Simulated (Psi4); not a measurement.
# GeO (SMILES [O]=[Ge]) at CISD/def2-SVPD (sfX2C, calc s squared yes), part 2 of 2

Psi4 1.11.

### Step 3. The distorted shape at the same level

Input file geo.xyz:

```xyz
2
GeO
O      0.010019    -0.093363    -0.271179
Ge    -0.037850    -0.127748     1.659739
```

Input file calc.py:

```python
import psi4

psi4.set_memory('1600 MB')
psi4.set_num_threads(1)
psi4.set_output_file('geo.out', False)

with open('geo.xyz') as f:
    atoms = ''.join(f.readlines()[2:])
geom = psi4.geometry('0 1\n' + atoms + 'symmetry c1\nno_reorient\nno_com')

options = {'basis': 'def2-SVPD', 'reference': 'rhf', 'scf_type': 'pk', 'freeze_core': True, 'num_roots': 4, 'calc_s_squared': True, 'relativistic': 'x2c'}
psi4.set_options(options)

E, wfn = psi4.energy('cisd', return_wfn=True)
print('E =', round(E, 9))
```

Launch:

```sh
$ python calc.py
```

geo.out:

```text
Psi4 1.11 release

Relativistic analytic gradients are not implemented yet, re-routing to finite differences.

   => Loading Basis Set <=

    Name: DEF2-SVPD
    Role: ORBITAL
    Keyword: BASIS

         ---------------------------------------------------------
                                   SCF
                              RHF Reference
                        1 Threads,   1525 MiB Core
         ---------------------------------------------------------

  ==> Geometry <==

    Molecular point group: c1
    Full point group: C1

    Geometry (in Angstrom), charge = 0, multiplicity = 1:

       Center              X                  Y                   Z               Mass
    ------------   -----------------  -----------------  -----------------  -----------------
         O            0.010019000000    -0.093363000000    -0.271179000000    15.994914619570
         GE          -0.037850000000    -0.127748000000     1.659739000000    73.921177761000

  Running in c1 symmetry.

  Rotational constants: A =     81.57970  B =      0.08181  C =      0.08173 [cm^-1]
  Rotational constants: A = 2445697.77607  B =   2452.62904  C =   2450.17192 [MHz]
  Nuclear repulsion =   70.125350736964862

  Charge       = 0
  Multiplicity = 1
  Electrons    = 40
  Nalpha       = 20
  Nbeta        = 20

  ==> Algorithm <==

  SCF Algorithm Type is PK.
  DIIS enabled.
  MOM disabled.
  Fractional occupation disabled.
  Guess Type is SAD.
  Energy threshold   = 1.00e-08
  Density threshold  = 1.00e-08
  Integral threshold = 1.00e-12

  ==> Primary Basis <==

  Basis Set: DEF2-SVPD
    Blend: DEF2-SVPD
    Number of shells: 23
    Number of basis functions: 61
    Number of Cartesian functions: 67
    Spherical Harmonics?: true
    Max angular momentum: 2

   => Loading Basis Set <=

    Name: (DEF2-SVPD AUX)
    Role: DECON
    Keyword: BASIS_RELATIVISTIC

  ==> Integral Setup <==

  Using in-core PK algorithm.
   Calculation information:
      Number of atoms:                   2
      Number of AO shells:              23
      Number of primitives:             47
      Number of atomic orbitals:        67
      Number of basis functions:        61

      Integral cutoff                 1.00e-12
      Number of threads:                 1

  Performing in-core PK
  Using 3577772 doubles for integral storage.
  We computed 37346 shell quartets total.
  Whereas there are 38226 unique shell quartets.

  ==> DiskJK: Disk-Based J/K Matrices <==

    J tasked:                  Yes
    K tasked:                  Yes
    wK tasked:                  No
    Memory [MiB]:             1144
    Schwarz Cutoff:          1E-12

 OEINTS: Using relativistic (X2C) overlap, kinetic, and potential integrals.
         ------------------------------------------------------------
         Spin-Free X2C Integrals at the One-Electron Level (SFX2C-1e)
         ------------------------------------------------------------

  ==> X2C Options <==

    Computational Basis: DEF2-SVPD
    X2C Basis: (DEF2-SVPD AUX)
    The X2C Hamiltonian will be computed in the X2C Basis

    Comparing only 61 out of 113 elements of H_Dirac

    The 1-norm of |H_X2C - H_Dirac| is: 400.185893678167

    WARNING: The X2C and Dirac Hamiltonians have substatially different eigenvalues!
             This is probably caused by the recontraction of the basis set.

  Minimum eigenvalue in the overlap matrix is 2.7278175567E-03.
  Reciprocal condition number of the overlap matrix is 6.4380138807E-04.
    Using symmetric orthogonalization.

  ==> Pre-Iterations <==

  SCF Guess: Superposition of Atomic Densities via on-the-fly atomic UHF (no occupation information).

   -------------------------
    Irrep   Nso     Nmo
   -------------------------
     A         61      61
   -------------------------
    Total      61      61
   -------------------------

  ==> Iterations <==

                        Total Energy        Delta E     RMS |[F,P]|

   @RHF iter SAD: -2161.81057413745293   -2.16181e+03   0.00000e+00
   @RHF iter   1: -2166.21664081276776   -4.40607e+00   3.21730e-02 ADIIS/DIIS
   @RHF iter   2: -2166.72976044804182   -5.13120e-01   2.20631e-02 ADIIS/DIIS
   @RHF iter   3: -2167.00787906817641   -2.78119e-01   2.03469e-03 ADIIS/DIIS
   @RHF iter   4: -2167.01036185645034   -2.48279e-03   7.98159e-04 ADIIS/DIIS
   @RHF iter   5: -2167.01141663628505   -1.05478e-03   1.05383e-04 ADIIS/DIIS
   @RHF iter   6: -2167.01146503579957   -4.83995e-05   3.66137e-05 DIIS
   @RHF iter   7: -2167.01147833773712   -1.33019e-05   1.97102e-05 DIIS
   @RHF iter   8: -2167.01148444300316   -6.10527e-06   5.29864e-06 DIIS
   @RHF iter   9: -2167.01148475881973   -3.15817e-07   8.20699e-07 DIIS
   @RHF iter  10: -2167.01148476258459   -3.76485e-09   1.19742e-07 DIIS
   @RHF iter  11: -2167.01148476264598   -6.13909e-11   1.30065e-08 DIIS
   @RHF iter  12: -2167.01148476264734   -1.36424e-12   4.03290e-09 DIIS
  Energy and wave function converged.

  ==> Post-Iterations <==

    Orbital Energies [Eh]
    ---------------------

    Doubly Occupied:

       1A   -410.012324     2A    -53.482071     3A    -46.849433
       4A    -46.849433     5A    -46.847174     6A    -20.546753
       7A     -7.447923     8A     -5.315543     9A     -5.315543
      10A     -5.306453    11A     -1.701718    12A     -1.701718
      13A     -1.692373    14A     -1.692373    15A     -1.691232
      16A     -1.137312    17A     -0.621465    18A     -0.405413
      19A     -0.395693    20A     -0.395692

    Virtual:

      21A     -0.005293    22A     -0.005293    23A      0.067850
      24A      0.093968    25A      0.168072    26A      0.168072
      27A      0.205147    28A      0.206039    29A      0.206039
      30A      0.262354    31A      0.262354    32A      0.289669
      33A      0.365461    34A      0.443432    35A      0.528353
      36A      0.528353    37A      0.624990    38A      0.624990
      39A      0.651923    40A      0.651923    41A      0.654172
      42A      0.692778    43A      0.692778    44A      0.876519
      45A      0.894525    46A      0.894525    47A      0.918930
      48A      1.501574    49A      1.501574    50A      1.579719
      51A      1.986358    52A      2.759607    53A      2.759607
      54A      2.826941    55A      2.826941    56A      2.852245
      57A      3.265058    58A      3.265058    59A      3.295794
      60A      3.295794    61A      3.361973

    Final Occupation by Irrep:
              A
    DOCC [    20 ]
    NA   [    20 ]
    NB   [    20 ]

  @RHF Final Energy: -2167.01148476264734

   => Energetics <=

    Nuclear Repulsion Energy =             70.1253507369648617
    One-Electron Energy =               -3155.4583966255881933
    Two-Electron Energy =                 918.3215611259763591
    Total Energy =                      -2167.0114847626473420

Computation Completed

Properties will be evaluated at   0.000000,   0.000000,   0.000000 [a0]

Properties computed using the SCF density matrix

 Multipole Moments:

 ------------------------------------------------------------------------------------
     Multipole            Electronic (a.u.)      Nuclear  (a.u.)        Total (a.u.)
 ------------------------------------------------------------------------------------

 L = 1.  Multiply by 2.5417464519 to convert [e a0] to [Debye]
 Dipole X            :          2.0768316           -2.1373710           -0.0605394
 Dipole Y            :          9.0930372           -9.1365235           -0.0434863
 Dipole Z            :        -93.8248269           96.2668365            2.4420096
 Magnitude           :                                                    2.4431469

 ------------------------------------------------------------------------------------

	total time  =          1 seconds =       0.02 minutes
   => Loading Basis Set <=

    Name: (DEF2-SVPD AUX)
    Role: DECON
    Keyword: BASIS_RELATIVISTIC

 MINTS: Wrapper to libmints.

   Calculation information:
      Number of threads:                 1
      Number of atoms:                   2
      Number of AO shells:              23
      Number of SO shells:              23
      Number of primitives:             47
      Number of atomic orbitals:        67
      Number of basis functions:        61

      Number of irreps:                  1
      Integral cutoff                 1.00e-12
      Number of functions per irrep: [  61 ]

 OEINTS: Overlap, kinetic, potential, dipole, and quadrupole integrals
         stored in file 35.

      Computing two-electron integrals...done
      Computed 1468143 non-zero two-electron integrals.
        Stored in file 33.

        ==> Transform all two-electron integrals <==

	Presorting SO-basis two-electron integrals.
	Sorting File: SO Ints (nn|nn) nbuckets = 1
	Constructing frozen core operators
	Starting first half-transformation.
	Sorting half-transformed integrals.
	First half integral transformation complete.
	Starting second half-transformation.
	Two-electron integral transformation complete.

	total time  =          1 seconds =       0.02 minutes

        **********************************************************
        *                                                        *
        *                   CCSD Integral Sort                   *
        *                                                        *
        **********************************************************

        CC integral sort will use                     33.93 mb

        Number of (ab|cd) temporary files:                2
        Number of (ab|ci) temporary files:                3
        Starting temporary file number:                 270

        Initial sort........done.

        Sort (IJ|KL)........done.
        Sort (IJ|KA) 1/2....done.
        Sort (IJ|KA) 2/2....done.
        Sort (IA|JB)........done.
        Sort (IJ|AB)........done.
        Sort (IA|BC) 1/3....done.
        Sort (IA|BC) 2/3....done.
        Sort (IA|BC) 3/3....done.
        Sort (AB|CD) 1/2....done.
        Sort (AB|CD) 2/2....done.

	total time  =          0 seconds =       0.00 minutes

        *******************************************************
        *                                                     *
        *                        CISD                         *
        *      Singles Doubles Configuration Interaction      *
        *                                                     *
        *                                                     *
        *******************************************************

  ==> Input parameters <==

        Freeze core orbitals?                 yes
        Use frozen natural orbitals?           no
        r_convergence:                  1.000e-07
        e_convergence:                  1.000e-06
        Number of DIIS vectors:                 8
        Number of frozen core orbitals:        10
        Number of active occupied orbitals:    10
        Number of active virtual orbitals:     41
        Number of frozen virtual orbitals:      0

  ==> Memory <==

        available memory =                           1525.88 mb
        minimum memory requirements for QCISD =         3.89 mb
        (T) algorithm:                                  2.92 mb (low-memory)
        memory requirements for QCISD(T) =              2.92 mb

  ==> Define tiling <==

        v(ab,cd) diagrams will be evaluated in   1 blocks.
        v(ab,ci) diagrams will be evaluated in   1 blocks over ov2.
        v(ab,ci) diagrams will be evaluated in   1 blocks over ov.

  Allocate cpu memory (     9.54 mb).....done.
  Initialize cpu memory..................done.

  Begin CISD iterations

   Iter  DIIS          Energy       d(Energy)          |d(T)|     time
      0   0 1   -0.4624898462   -0.4624898462    0.3675109296        0
      1   1 1   -0.3361381297    0.1263517165    0.1790296902        0
      2   2 1   -0.3748977250   -0.0387595953    0.1077980059        1
      3   3 1   -0.3880558496   -0.0131581246    0.0088644142        0
      4   4 1   -0.3882575326   -0.0002016830    0.0039657407        0
      5   5 1   -0.3883219835   -0.0000644508    0.0014173340        0
      6   6 1   -0.3883282628   -0.0000062793    0.0003369518        0
      7   7 1   -0.3883286448   -0.0000003820    0.0001253085        0
      8   8 1   -0.3883286943   -0.0000000495    0.0000492698        0
      9   8 2   -0.3883287024   -0.0000000082    0.0000145469        0
     10   8 3   -0.3883287031   -0.0000000007    0.0000037583        0
     11   8 4   -0.3883287032   -0.0000000000    0.0000009489        0
     12   8 5   -0.3883287032   -0.0000000000    0.0000002703        0
     13   8 6   -0.3883287032   -0.0000000000    0.0000000927        1

  CISD iterations converged!

  CISD variational energy:      -0.388328703184
  CISD transition energy:       -0.388328701286

        OS SCS-MP2 correlation energy:          -0.387423156667
        SS SCS-MP2 correlation energy:          -0.046545738550
        SCS-MP2 correlation energy:             -0.433968895216
      * SCS-MP2 total energy:                -2167.445453657864

        OS MP2 correlation energy:              -0.322852630556
        SS MP2 correlation energy:              -0.139637215649
        MP2 correlation energy:                 -0.462489846204
      * MP2 total energy:                    -2167.473974608852

        OS CISD correlation energy:             -0.287059824724
        SS CISD correlation energy:             -0.101268876562
        CISD correlation energy:                -0.388328703184
      * CISD total energy:                   -2167.399813465831

  Total time for CISD iterations:       0.48 s (user)
                                        0.33 s (system)
                                           2 s (total)

  Time per iteration:                   0.04 s (user)
                                        0.03 s (system)
                                        0.15 s (total)

	total time  =          2 seconds =       0.03 minutes
```

On the terminal:

```text
E = -2167.399813466
```

It took 5.4 s on 1 thread of Intel Xeon Platinum 8259CL at 2.50GHz (Skylake/Cascade Lake), shared host; peak memory 0.28 GiB.

### Step 4. Summary of results

The summary covers parts 1 to 2.

Level: CISD/def2-SVPD (sfX2C, calc s squared yes), 10 core orbitals frozen.

```
                                                          quantity           value
                                         first shape: total energy  -2167.45442 Eh
                  first shape: HOMO energy (Hartree–Fock orbitals)       -11.74 eV
                  first shape: LUMO energy (Hartree–Fock orbitals)         1.00 eV
                first shape: HOMO–LUMO gap (Hartree–Fock orbitals)        12.74 eV
         first shape: correlation energy (10 core orbitals frozen)      -371.7 mEh
                                     distorted shape: total energy  -2167.39981 Eh
              distorted shape: HOMO energy (Hartree–Fock orbitals)       -10.77 eV
              distorted shape: LUMO energy (Hartree–Fock orbitals)        -0.14 eV
            distorted shape: HOMO–LUMO gap (Hartree–Fock orbitals)        10.62 eV
     distorted shape: correlation energy (10 core orbitals frozen)      -388.3 mEh
energy change with the O1–Ge2 bond stretched from 1.576 to 1.932 Å        1.486 eV
```

With the O1–Ge2 bond stretched from 1.576 to 1.932 Å the energy rises by 1.49 eV (34 kcal/mol). The first shape isn't relaxed at this level, so the change isn't measured from a minimum. The basis (first shape) was contracted for non-relativistic atoms, which limits what the relativistic Hamiltonian can do in the core. The basis (distorted shape) was contracted for non-relativistic atoms, which limits what the relativistic Hamiltonian can do in the core.
